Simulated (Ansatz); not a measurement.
# GeNH₃ (triplet): the correlation ladder, cc-pVDZ

Aim: climb from Hartree-Fock through coupled cluster and multireference methods for GeNH₃ (triplet) at one geometry and basis, and see what each rung misses.

Program: Ansatz 0.2.0, Gaussian basis. Level of theory: cc-pVDZ, core rule «outside noble gas», up to 15 orbitals frozen. These are calculated values, not measurements.

To be run: UHF; CCSD(T) on ROHF; CCSD(T) on UHF; BCCD(T) on ROHF; CISD; CCSDT(Q) on ROHF; CCSDT(Q) on UHF; CASSCF and NEVPT2, 12 electrons in 11 orbitals.

27 further runs of the same task are left out: 12 that didn't finish, 15 set aside as unsound or not needed.

## (1) The geometry

The geometry is a PBE0/def2-TZVP stationary point (not a proven minimum). No spin-orbit coupling is included. The filled d shell of Ge may be among the frozen orbitals whatever the setting's name suggests; the logs give the count.

5 atoms, charge 0, spin multiplicity 3.

Atoms are counted from 1 here; the program's logs count them from 0.

Bond lengths: Ge1–N2 1.865 Å, Ge1–H3 1.554 Å, Ge1–H4 1.554 Å, N2–H5 1.023 Å. Angles: N2–Ge1–H3 104.9°, N2–Ge1–H4 104.9°, H3–Ge1–H4 108.3°, Ge1–N2–H5 114.1°.

## (2) UHF

The input, in.yaml:

```yaml
crystal:
  periodic: [false, false, false]
  atoms:
    - {symbol: Ge, position_ang: [-0.047913, 0.000000, 0.304305]}
    - {symbol: N, position_ang: [0.195038, 0.000001, -1.544631]}
    - {symbol: H, position_ang: [0.709871, -1.259522, 0.807100]}
    - {symbol: H, position_ang: [0.709872, 1.259520, 0.807101]}
    - {symbol: H, position_ang: [-0.677115, 0.000001, -2.080067]}
basis:
  gaussian: {orbitals: cc-pVDZ}
magnetization: {spin_polarized: true, initial_magnetization: 2}
hamiltonian: {xc: hf}
output: {orbitals: {seedname: orbitals}}
```

Started as:

```
ansatz run in.yaml --threads 1 --pin off --events-out ev --progress --plain --max-ram 2393MiB
```

After this run come: CCSD(T) on ROHF; CCSD(T) on UHF; BCCD(T) on ROHF; CISD; CCSDT(Q) on ROHF; CCSDT(Q) on UHF; CASSCF and NEVPT2, 12 electrons in 11 orbitals.

Before running them: what should the planned runs give, taken together? Wanted: UCCSDT(Q) below the RHF energy; RMP2 from UCCSDT(Q); UMP2 from UCCSDT(Q); RCCSD from UCCSDT(Q); RCCSD(T) from UCCSDT(Q); UCCSD(T) from UCCSDT(Q); RCCSDT(Q) from UCCSDT(Q); NEVPT2 valence from UCCSDT(Q); T1 diagnostic.

The runs gave:

| quantity | value |
| --- | --- |
| UCCSDT(Q) below the RHF energy | -7.2655 eV |
| RMP2 from UCCSDT(Q) | +1179.1 meV |
| UMP2 from UCCSDT(Q) | +1174.7 meV |
| RCCSD from UCCSDT(Q) | +224.9 meV |
| RCCSD(T) from UCCSDT(Q) | +47.6 meV |
| UCCSD(T) from UCCSDT(Q) | +44.3 meV |
| RCCSDT(Q) from UCCSDT(Q) | +4.8 meV |
| NEVPT2 valence from UCCSDT(Q) | +1049.3 meV |
| levels within 1 kcal/mol (43 meV) | RCCSDT, UCCSDT, RCCSDT(Q) |
| T1 diagnostic | 0.028 |
| effectively unpaired electrons | 2.02 |

In words: RCCSD(T) lands +47.6 meV from the yardstick (0.7 % of the correlation energy). One determinant dominates. These misses are within one basis, not against nature; the frozen cores of restricted and unrestricted runs differ, which can shift their rows.
